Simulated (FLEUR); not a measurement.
The system is Co, a slab with vacuum.

```xyz
5
Lattice="2.4706 0.0000 0.0000 -1.2353 2.1396 0.0000 0.0000 0.0000 23.0882" Properties=species:S:1:pos:R:3 pbc="T T T"
Co    0.0000    0.0000    7.5000
Co    0.0000    1.4264    9.5221
Co    0.0000    0.0000   11.5441
Co    1.2353    0.7132   13.5662
Co    0.0000    0.0000   15.5882
```

The slab is cut from a database's or a generator's crystal, which needn't be the stable form of the element.

The cell isn't the ideal one: the (0 0 1) slab of Co, cut from the database cell, not relaxed.

Base run:

```yaml
Program: FLEUR MaX-R8.1 (later development tree)
Functional: PBE
Potentials_or_basis: all-electron
Basis: FLAPW
Kmax: 4.64 1/bohr
k_mesh: 12 × 12 × 1
Occupations: fermi-dirac, width 0.05 eV
Spin: collinear spin, ferromagnetic start
Starting_moments: "[2.0, 2.0, 2.0, 2.0, 2.0] μB"
```

Its results: band gap on the k mesh none (metal or under the smearing width); net moment 8.45 μB per cell; site moments Co +1.80, +1.75, +1.71 μB.

Q: The run is repeated on the same cell with these changes: k mesh from 12 × 12 × 1 to 8 × 8 × 1; spin from collinear spin, ferromagnetic start to collinear spin, ferromagnetic start, spin-orbit coupling. What comes out?

A: Band gap on the k mesh none (metal or under the smearing width); net moment 8.23 μB per cell; site moments Co +1.78, +1.71, +1.66 μB.

Several settings changed at once, so the effect can't be laid on one alone.

Caveats: some runs use coarse meshes; spin-orbit coupling is added in second variation on a limited number of bands (some runs).

Not every run made on this cell is shown here.
